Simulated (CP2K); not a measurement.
Hf2Pd2Se2Br2O3 under changes of volume

One of the cells (30.040 Å³/atom); the others are scaled copies at fixed shape and fractional positions:

```
Hf Pd Se Br O
1.0
     7.86530    0.00000    0.00000
     7.12201    3.33766    0.00000
    -3.90378   -0.86937   12.58754
Hf Pd Se Br O
2 2 2 2 3
Direct
  0.94514 0.94514 0.06144
  0.60628 0.60628 0.28309
  0.17920 0.17920 0.50964
  0.32286 0.32286 0.74307
  0.92232 0.92232 0.84566
  0.78991 0.78991 0.58800
  0.58645 0.58645 0.04520
  0.24604 0.24604 0.28651
  0.59701 0.59701 0.42127
  0.38554 0.38554 0.07302
  0.03094 0.03094 0.22169
```

The cell was built by a generator and needn't be a form met in nature.

| Quantity | Value |
| --- | --- |
| Program | CP2K 2026.2 |
| Functional | PBE |
| Potentials or basis | POTENTIAL_UZH Hf GTH-PBE-q12, Pd GTH-PBE-q18, Se GTH-PBE-q6, Br GTH-PBE-q7, O GTH-PBE-q6; TZVP-MOLOPT-PBE-GTH basis |
| Density cutoff | 8163 eV |
| k mesh | 8 × 8 × 2 |
| Occupations | fermi-dirac, width 0.05 eV |
| Spin | no spin polarisation |

| volume (Å³/atom) | energy over the lowest point (meV/atom) | pressure (GPa) | gap on the mesh (eV) |
| --- | --- | --- | --- |
| 28.238 | 19.33 | 4.2 | 0.90 |
| 28.839 | 6.95 | 2.5 | 0.88 |
| 29.440 | 0.77 | 0.9 | 0.86 |
| 30.040 | 0.00 | -0.5 | 0.83 |
| 30.641 | ? | ? | ? |
| 31.242 | 12.68 | -2.8 | 0.79 |
| 31.843 | 25.16 | -3.8 | 0.77 |

Problem. What does the run at 30.641 Å³/atom give?

Solution. Energy over the lowest point 4.14 meV/atom; pressure -1.7 GPa; gap on the mesh 0.81 eV.

Worked out: A Birch-Murnaghan fit of order 3 (a polynomial in V^(-2/3)) to the other rows has its minimum at 29.82 Å³/atom with B0 = V·E''(V) = 67 GPa and B' = 4.5 at fixed shape and positions, which overstates the stiffness. It gives 4.15 meV/atom at 30.641 Å³/atom, against the run's 4.14, and -dE/dV = -1.7 GPa, against -1.7. A straight line through the other rows of the gap, of slope -1.1 eV per unit of ln V, gives 0.81 eV, against the run's 0.81.

Energies are extrapolated to zero smearing.

Caveats: spin-orbit coupling is left out, which moves the levels of the heavy elements; the basis of atomic orbitals isn't converged, which shifts pressures, moduli and gaps.

A mesh can miss the band edges.
